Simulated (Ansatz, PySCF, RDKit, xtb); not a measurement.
# C2HZn: from the formula to a structure

Task: start from the formula C2HZn (odd number of electrons), draw up candidate structures, narrow them down in stages, and characterise the one that lies lowest at 298.15 K.

Plan: many cheap relaxations first (GFN2-xTB), then density-functional screening, relaxation at PBE0-D3(BJ)/pcseg-1, vibrations and a final energy. The numbers are computed, not measured.

3 further runs of the same task are left out: 3 set aside as unsound or not needed.

## (1) Candidates

A program enumerates the bonding patterns with one Lewis structure each (two rings at most, one unusual centre or charged pair), with their diastereomers. O–O, O–halogen and N–halogen bonds and N–N–N chains are not drawn. That gives 4 candidates.

```csv
label,SMILES,spin
c084,[C]#[C][ZnH],doublet
c472,C#[C][Zn],doublet
c546,[C]=[CH][Zn],doublet
c753,[C]1=[CH][Zn]1,doublet
```

Candidates are built by distance geometry, with a force field where one applies, in up to four conformers (letters a to d). 10 starts with atoms placed at random are added, to find patterns that the rules miss.

**Question.** With final energies at CCSD(T)/def2-TZVP, which structure will this search put lowest in free energy, and by what margin?

| quantity | value |
| --- | --- |
| lowest structure found | C#[C][Zn], doublet, C∞v |
| next finalist | [C]#[C][ZnH], doublet, 49.3 kcal/mol higher in G |
| share at equilibrium, among the finalists | 100.0 % |
| harmonic wavenumbers, lowest and highest (PBE0-D3(BJ)/pcseg-1) | 175 and 3476 cm⁻¹ |
| rotational constants, same geometry | 0.1238 cm⁻¹ |
| dipole moment (PBE0/def2-TZVPD) | 0.75 D |
| HOMO energy (highest over α and β) (PBE0/def2-TZVPD) | -6.04 eV |
| LUMO energy (lowest over α and β) (PBE0/def2-TZVPD) | -2.76 eV |
| lowest excitation (TD-B3LYP/def2-SVPD) | 3.20 eV (f = 0.009) |
| vertical ionisation energy (to the singlet cation) | 8.29 eV |
| vertical electron affinity | 1.08 eV |
| vertical quartet less doublet | +4.59 eV |

The search ends on `C#[C][Zn]`. Among the finalists first place is clear (49.3 kcal/mol); structures outside the list aren't covered. GFN2-xTB, HF/STO-3G, r2SCAN-D4/def2-SVP, PBE0-D3(BJ)/pcseg-1, HF/def2-TZVP and MP2/def2-TZVP already put its bonding pattern lowest among the structures in one piece. One minimum inside the window was never screened. The stability test raises a flag; for an open shell a flag towards a general spinor solution can be the free rotation of the spin. The search is not exhaustive (a finite list of starts, one conformer a finalist), so a lower isomer can't be ruled out.
